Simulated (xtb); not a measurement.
# BSi3NH10 (SMILES [SiH3]BN([SiH3])[SiH3]) at GFN2-xTB

Aim: a geometry optimisation of BSi3NH10. 

The calculation is run with xtb 6.7.1 later snapshot.

6 further runs of the same task are left out: 6 set aside as unsound or not needed.

### 1 The system as given

BSi3NH10: 15 atoms, total charge 0, spin state singlet. SMILES: `[SiH3]BN([SiH3])[SiH3]`. Geometry: relaxed at GFN2-xTB. This is one conformer, not always the lowest. The run starts from this shape.

Bond lengths: Si1–B2 1.959 Å, B2–N3 1.411 Å, N3–Si4 1.760 Å, N3–Si5 1.764 Å, Si1–H6 1.475 Å, Si1–H7 1.477 Å, Si1–H8 1.476 Å, B2–H9 1.182 Å, Si4–H10 1.466 Å, Si4–H11 1.466 Å, Si4–H12 1.456 Å, Si5–H13 1.457 Å, Si5–H14 1.464 Å, Si5–H15 1.465 Å. Some angles: Si1–B2–N3 125.4°, B2–N3–Si4 125.1°, B2–N3–Si5 121.2°, Si4–N3–Si5 113.6°, Si1–B2–H9 119.0°, N3–B2–H9 115.6°, B2–Si1–H6 113.7°, B2–Si1–H7 114.7°, B2–Si1–H8 116.1°, N3–Si4–H10 107.3°.

### 2 A structure relaxation at GFN2-xTB

Contents of .CHRG:

```
0
```

Contents of .UHF:

```
0
```

Contents of input.xyz:

```xyz
15

Si    -1.66412     0.71286     1.69489
B     -0.12765     1.00680     0.51528
N      0.43650     0.04347    -0.34815
Si    -0.11061    -1.62251    -0.50328
Si     1.80094     0.43940    -1.39389
H     -1.94920     1.84822     2.59210
H     -2.94732     0.49923     0.99563
H     -1.56354    -0.43528     2.61724
H      0.38668     2.07056     0.49823
H     -0.20579    -1.91764    -1.93586
H      0.90563    -2.47485     0.12104
H     -1.40886    -1.76372     0.14156
H      2.31946     1.74854    -1.01799
H      2.81866    -0.59583    -1.20297
H      1.30924     0.44077    -2.77386
```

The run is started by

```
$ xtb input.xyz --gfn2 -o vtight > xtb.out
```

What values should one expect? Wanted: total energy at the end; dipole moment; HOMO energy; LUMO energy; HOMO–LUMO gap; dispersion energy; mean polarisability.

Answer, from the run:

Level: GFN2-xTB.

| quantity | value |
| --- | --- |
| total energy at the end | -14.50491 Eh |
| dipole moment | 2.87 D |
| HOMO energy | -9.62 eV |
| LUMO energy | -6.38 eV |
| HOMO–LUMO gap | 3.25 eV |
| dispersion energy | -33.35 kJ/mol |
| mean polarisability (D4 model) | 111.2 bohr³ |

At the final geometry: Bond lengths: Si1–B2 1.959 Å, B2–N3 1.411 Å, N3–Si4 1.761 Å, N3–Si5 1.764 Å, Si1–H6 1.475 Å, Si1–H7 1.477 Å, Si1–H8 1.476 Å, B2–H9 1.182 Å, Si4–H10 1.466 Å, Si4–H11 1.466 Å, Si4–H12 1.457 Å, Si5–H13 1.457 Å, Si5–H14 1.465 Å, Si5–H15 1.465 Å. Some angles: Si1–B2–N3 125.3°, B2–N3–Si4 125.0°, B2–N3–Si5 121.4°, Si4–N3–Si5 113.6°, Si1–B2–H9 119.1°, N3–B2–H9 115.6°, B2–Si1–H6 113.7°, B2–Si1–H7 115.2°, B2–Si1–H8 115.6°, N3–Si4–H10 107.2°. The optimisation took 22 steps and changed the energy by -0.001 eV.
